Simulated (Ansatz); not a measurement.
# CH₅AlCl₃N: small, medium and large basis sets

How large a basis does CH₅AlCl₃N need? Two functionals are run in growing sets.

Program: Ansatz 0.2.0, Gaussian basis. Level of theory: one geometry, several basis sets. These are calculated values, not measurements.

Levels to be run: PBE0-D4/def2-SVP; ωB97M-V/def2-SVP; PBE0-D4/def2-QZVPP; ωB97M-V/def2-QZVPP; the functionals' def2-TZVPP values are taken from earlier runs.

**1. Structure used throughout**

An earlier PBE0-D4 in a triple-zeta def2 set relaxation fixed the geometry.

SMILES `C[NH2+][Al-]([Cl])([Cl])[Cl]`, 11 atoms, charge 0, spin multiplicity 1.

Atoms are counted from 1 here; the program's logs count them from 0.

Bond lengths: C1–N2 1.477 Å, C1–H7 1.090 Å, C1–H8 1.089 Å, C1–H9 1.089 Å, N2–Al3 1.990 Å, N2–H10 1.018 Å, N2–H11 1.018 Å, Al3–Cl4 2.114 Å, Al3–Cl5 2.114 Å, Al3–Cl6 2.114 Å. Angles: N2–C1–H7 111.3°, N2–C1–H8 108.6°, N2–C1–H9 108.6°, H7–C1–H8 109.8°, H7–C1–H9 109.8°, H8–C1–H9 108.6°, C1–N2–Al3 115.8°, C1–N2–H10 110.2°, C1–N2–H11 110.2°, Al3–N2–H10 107.1°, Al3–N2–H11 107.1°, H10–N2–H11 105.9°, N2–Al3–Cl4 102.1°, N2–Al3–Cl5 100.2°, N2–Al3–Cl6 102.1°, Cl4–Al3–Cl5 116.1°, Cl4–Al3–Cl6 116.3°, Cl5–Al3–Cl6 116.1°.

**2. PBE0-D4 in def2-SVP**

in.yaml reads:

```yaml
crystal:
  periodic: [false, false, false]
  atoms:
    - {symbol: C, position_ang: [-0.031786, -1.108779, 0.920250]}
    - {symbol: N, position_ang: [0.643119, -0.271795, -0.092796]}
    - {symbol: Al, position_ang: [-0.422398, 1.247750, -0.810123]}
    - {symbol: Cl, position_ang: [-2.082431, 0.258742, -1.666350]}
    - {symbol: Cl, position_ang: [0.970082, 2.074166, -2.169460]}
    - {symbol: Cl, position_ang: [-0.804707, 2.380720, 0.932661]}
    - {symbol: H, position_ang: [0.615574, -1.916653, 1.262813]}
    - {symbol: H, position_ang: [-0.937611, -1.522694, 0.480356]}
    - {symbol: H, position_ang: [-0.310762, -0.477013, 1.761922]}
    - {symbol: H, position_ang: [1.501252, 0.119309, 0.289288]}
    - {symbol: H, position_ang: [0.925070, -0.840752, -0.887861]}
basis:
  gaussian: {orbitals: def2-SVP}
hamiltonian: {xc: pbe0, dispersion: d4}
output: {orbitals: {seedname: orbitals}}
```

Command:

```console
> ansatz run in.yaml --threads 4 --pin off --events-out ev --progress --plain --max-ram 11315MiB
```

The runs that follow: ωB97M-V in def2-SVP; PBE0-D4 in def2-QZVPP; ωB97M-V in def2-QZVPP.

**Question.** What will the summary of the whole plan be? Wanted: PBE0-D4: double and triple zeta above quadruple; ωB97M-V: double and triple zeta above quadruple.

The runs gave:

| quantity | value |
| --- | --- |
| PBE0-D4: double and triple zeta above quadruple | 19.61, 1.46 eV |
| ωB97M-V: double and triple zeta above quadruple | 19.52, 1.40 eV |

What this shows: PBE0-D4 gains 18.15 eV from double to triple zeta, then 1.46 eV more. Total energies overstate the basis error of differences, where much of it tends to cancel. The LUMO of ωB97M-V is positive and keeps falling with the basis (1.87 to 0.68 eV): an unbound level that the basis holds in place.
